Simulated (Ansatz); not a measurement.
# PtS2: the cost of one run

Computed with Ansatz 0.2.0 (DFT PBE, scalar-relativistic, plane waves, PAW, unless a step's input says otherwise).

## (1) The system as given

It takes space group P-3m1 (No. 164, trigonal). The conventional cell has a = 3.543 Å, b = 3.543 Å, c = 5.039 Å, α = 90.00°, β = 90.00°, γ = 120.00°. Pt (site symmetry -3m) is surrounded by 6 S at 2.34 Å. Around S (site symmetry 3m) lie 3 Pt at 2.34 Å.

Coordinates:

```cif
data_structure
_symmetry_space_group_name_H-M 'P 1'
_symmetry_Int_Tables_number 1
_cell_length_a 10.6296
_cell_length_b 10.6296
_cell_length_c 10.0776
_cell_angle_alpha 90.000
_cell_angle_beta 90.000
_cell_angle_gamma 120.000
_cell_volume 986.10
loop_
_atom_site_label
_atom_site_type_symbol
_atom_site_fract_x
_atom_site_fract_y
_atom_site_fract_z
_atom_site_occupancy
Pt1 Pt 0.00000 0.00000 0.00000 1
Pt2 Pt 0.00000 0.00000 0.50000 1
Pt3 Pt 0.00000 0.33333 0.00000 1
Pt4 Pt 0.00000 0.33333 0.50000 1
Pt5 Pt 0.00000 0.66667 0.00000 1
Pt6 Pt 0.00000 0.66667 0.50000 1
Pt7 Pt 0.33333 0.00000 0.00000 1
Pt8 Pt 0.33333 0.00000 0.50000 1
Pt9 Pt 0.33333 0.33333 0.00000 1
Pt10 Pt 0.33333 0.33333 0.50000 1
Pt11 Pt 0.33333 0.66667 0.00000 1
Pt12 Pt 0.33333 0.66667 0.50000 1
Pt13 Pt 0.66667 0.00000 0.00000 1
Pt14 Pt 0.66667 0.00000 0.50000 1
Pt15 Pt 0.66667 0.33333 0.00000 1
Pt16 Pt 0.66667 0.33333 0.50000 1
Pt17 Pt 0.66667 0.66667 0.00000 1
Pt18 Pt 0.66667 0.66667 0.50000 1
S1 S 0.11111 0.22222 0.11350 1
S2 S 0.11111 0.22222 0.61350 1
S3 S 0.11111 0.55556 0.11350 1
S4 S 0.11111 0.55556 0.61350 1
S5 S 0.11111 0.88889 0.11350 1
S6 S 0.11111 0.88889 0.61350 1
S7 S 0.44444 0.22222 0.11350 1
S8 S 0.44444 0.22222 0.61350 1
S9 S 0.44444 0.55556 0.11350 1
S10 S 0.44444 0.55556 0.61350 1
S11 S 0.44444 0.88889 0.11350 1
S12 S 0.44444 0.88889 0.61350 1
S13 S 0.77778 0.22222 0.11350 1
S14 S 0.77778 0.22222 0.61350 1
S15 S 0.77778 0.55556 0.11350 1
S16 S 0.77778 0.55556 0.61350 1
S17 S 0.77778 0.88889 0.11350 1
S18 S 0.77778 0.88889 0.61350 1
S19 S 0.22222 0.11111 0.38650 1
S20 S 0.22222 0.11111 0.88650 1
S21 S 0.22222 0.44444 0.38650 1
S22 S 0.22222 0.44444 0.88650 1
S23 S 0.22222 0.77778 0.38650 1
S24 S 0.22222 0.77778 0.88650 1
S25 S 0.55556 0.11111 0.38650 1
S26 S 0.55556 0.11111 0.88650 1
S27 S 0.55556 0.44444 0.38650 1
S28 S 0.55556 0.44444 0.88650 1
S29 S 0.55556 0.77778 0.38650 1
S30 S 0.55556 0.77778 0.88650 1
S31 S 0.88889 0.11111 0.38650 1
S32 S 0.88889 0.11111 0.88650 1
S33 S 0.88889 0.44444 0.38650 1
S34 S 0.88889 0.44444 0.88650 1
S35 S 0.88889 0.77778 0.38650 1
S36 S 0.88889 0.77778 0.88650 1
```

The runs take a perfect supercell of 54 atoms; the defect goes to fractional position (0.417, 0.417, 0.250).

## (2) The perfect supercell

Input file input.yaml:

```yaml
crystal:
  lattice:
    - [10.6296, 0.0, 0.0]
    - [-5.3148, 9.205504, 0.0]
    - [0.0, 0.0, 10.0776]
  atoms:
    - { symbol: Pt, position: [0.0, 0.0, 0.0] }
    - { symbol: Pt, position: [0.0, 0.0, 0.5] }
    - { symbol: Pt, position: [0.0, 0.333333, 0.0] }
    - { symbol: Pt, position: [0.0, 0.333333, 0.5] }
    - { symbol: Pt, position: [0.0, 0.666667, 0.0] }
    - { symbol: Pt, position: [0.0, 0.666667, 0.5] }
    - { symbol: Pt, position: [0.333333, 0.0, 0.0] }
    - { symbol: Pt, position: [0.333333, 0.0, 0.5] }
    - { symbol: Pt, position: [0.333333, 0.333333, 0.0] }
    - { symbol: Pt, position: [0.333333, 0.333333, 0.5] }
    - { symbol: Pt, position: [0.333333, 0.666667, 0.0] }
    - { symbol: Pt, position: [0.333333, 0.666667, 0.5] }
    - { symbol: Pt, position: [0.666667, 0.0, 0.0] }
    - { symbol: Pt, position: [0.666667, 0.0, 0.5] }
    - { symbol: Pt, position: [0.666667, 0.333333, 0.0] }
    - { symbol: Pt, position: [0.666667, 0.333333, 0.5] }
    - { symbol: Pt, position: [0.666667, 0.666667, 0.0] }
    - { symbol: Pt, position: [0.666667, 0.666667, 0.5] }
    - { symbol: S, position: [0.111111, 0.222222, 0.1135] }
    - { symbol: S, position: [0.111111, 0.222222, 0.6135] }
    - { symbol: S, position: [0.111111, 0.555556, 0.1135] }
    - { symbol: S, position: [0.111111, 0.555556, 0.6135] }
    - { symbol: S, position: [0.111111, 0.888889, 0.1135] }
    - { symbol: S, position: [0.111111, 0.888889, 0.6135] }
    - { symbol: S, position: [0.444444, 0.222222, 0.1135] }
    - { symbol: S, position: [0.444444, 0.222222, 0.6135] }
    - { symbol: S, position: [0.444444, 0.555556, 0.1135] }
    - { symbol: S, position: [0.444444, 0.555556, 0.6135] }
    - { symbol: S, position: [0.444444, 0.888889, 0.1135] }
    - { symbol: S, position: [0.444444, 0.888889, 0.6135] }
    - { symbol: S, position: [0.777778, 0.222222, 0.1135] }
    - { symbol: S, position: [0.777778, 0.222222, 0.6135] }
    - { symbol: S, position: [0.777778, 0.555556, 0.1135] }
    - { symbol: S, position: [0.777778, 0.555556, 0.6135] }
    - { symbol: S, position: [0.777778, 0.888889, 0.1135] }
    - { symbol: S, position: [0.777778, 0.888889, 0.6135] }
    - { symbol: S, position: [0.222222, 0.111111, 0.3865] }
    - { symbol: S, position: [0.222222, 0.111111, 0.8865] }
    - { symbol: S, position: [0.222222, 0.444444, 0.3865] }
    - { symbol: S, position: [0.222222, 0.444444, 0.8865] }
    - { symbol: S, position: [0.222222, 0.777778, 0.3865] }
    - { symbol: S, position: [0.222222, 0.777778, 0.8865] }
    - { symbol: S, position: [0.555556, 0.111111, 0.3865] }
    - { symbol: S, position: [0.555556, 0.111111, 0.8865] }
    - { symbol: S, position: [0.555556, 0.444444, 0.3865] }
    - { symbol: S, position: [0.555556, 0.444444, 0.8865] }
    - { symbol: S, position: [0.555556, 0.777778, 0.3865] }
    - { symbol: S, position: [0.555556, 0.777778, 0.8865] }
    - { symbol: S, position: [0.888889, 0.111111, 0.3865] }
    - { symbol: S, position: [0.888889, 0.111111, 0.8865] }
    - { symbol: S, position: [0.888889, 0.444444, 0.3865] }
    - { symbol: S, position: [0.888889, 0.444444, 0.8865] }
    - { symbol: S, position: [0.888889, 0.777778, 0.3865] }
    - { symbol: S, position: [0.888889, 0.777778, 0.8865] }
basis:
  ecutwfc: 420
  fft_grid_basis: typed
kpoints:
  mp_grid: { grid: [3, 3, 1] }
hamiltonian:
  xc: pbe
  pseudopotentials: { kind: paw }
scf:
  occupations: { method: gaussian, width: 0.05 }
output:
  forces: true
  stress: false
  eigenvalues: true
  bader: false
  write_density: true
  volumetric_format: npy
```

Command:

```
$ ansatz run input.yaml --threads 8 --pin off --max-ram 16384MiB --backend cpu --events-out ev --progress --plain --runs-dir out
```

**Question.** How long does this run take on 8 threads of AMD EPYC 7R43 (Zen 3), shared host, and how much memory does it need?

About 7.2 s, with a peak of 4.2 GiB.
